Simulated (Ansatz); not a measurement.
**Si2H4O2: how energies converge with the basis set**

An exercise on one series of results from a longer session: the logs are not shown, and one member is left open.

Program: Ansatz 0.2.0, Gaussian basis. Level of theory: one geometry, several basis sets. These are calculated values, not measurements.

Plan: PBE0-D4/def2-SVP; ωB97M-V/def2-SVP; PBE0-D4/def2-QZVPP; ωB97M-V/def2-QZVPP; CCSD(T)/cc-pV(D+d)Z; CCSD(T)/cc-pV(T+d)Z; CCSD(T)/cc-pV(Q+d)Z; the functionals' def2-TZVPP values are taken from earlier runs.

**Structure used throughout**

An earlier PBE0-D4 in a triple-zeta def2 set relaxation fixed the geometry.

8 atoms, charge 0, spin multiplicity 1.

Atoms are counted from 1 here; the program's logs count them from 0.

Bond lengths: O1–Si2 1.643 Å, O1–H5 0.963 Å, Si2–O3 1.656 Å, O3–Si4 1.646 Å, Si4–H6 1.484 Å, Si4–H7 1.486 Å, Si4–H8 1.484 Å. Angles: Si2–O1–H5 118.3°, O1–Si2–O3 101.2°, Si2–O3–Si4 142.0°, O3–Si4–H6 108.8°, O3–Si4–H7 110.6°, O3–Si4–H8 108.8°, H6–Si4–H7 109.5°, H6–Si4–H8 109.6°, H7–Si4–H8 109.5°.

Set-up of the first run:

Input file in.yaml:

```yaml
crystal:
  periodic: [false, false, false]
  atoms:
    - {symbol: O, position_ang: [-0.524208, 1.960982, -1.900366]}
    - {symbol: Si, position_ang: [0.432002, 1.696693, -0.590922]}
    - {symbol: O, position_ang: [-0.023650, 0.163109, -0.163381]}
    - {symbol: Si, position_ang: [0.271526, -1.016059, 0.946831]}
    - {symbol: H, position_ang: [-1.126089, 1.261007, -2.175227]}
    - {symbol: H, position_ang: [-0.985353, -1.311216, 1.677753]}
    - {symbol: H, position_ang: [1.314132, -0.576529, 1.910447]}
    - {symbol: H, position_ang: [0.733740, -2.235187, 0.238965]}
basis:
  gaussian: {orbitals: def2-SVP}
hamiltonian: {xc: pbe0, dispersion: d4}
output: {orbitals: {seedname: orbitals}}
```

Run with:

```console
$ ansatz run in.yaml --threads 2 --pin off --events-out ev --progress --plain --max-ram 22528MiB --backend cpu
```

Steps of the session up to this table: PBE0-D4 in def2-SVP; ωB97M-V in def2-SVP; PBE0-D4 in def2-QZVPP; ωB97M-V in def2-QZVPP.

One table of the session follows, with a row left open; its other results are not shown here.

It belongs to the step «Density functionals: the series». 

| functional | basis | HOMO (eV) |
| --- | --- | --- |
| PBE0-D4 | def2-SVP | -7.08 |
| PBE0-D4 | def2-TZVPP | -7.20 |
| PBE0-D4 | def2-QZVPP | ? |
| ωB97M-V | def2-SVP | -9.22 |
| ωB97M-V | def2-TZVPP | -9.37 |
| ωB97M-V | def2-QZVPP | -9.42 |

Estimate the missing values for PBE0-D4, def2-QZVPP.

**Answer.** HOMO (eV): -7.24. In the column «HOMO (eV)» it lies between ωB97M-V, def2-SVP (-9.22) and PBE0-D4, def2-TZVPP (-7.20).
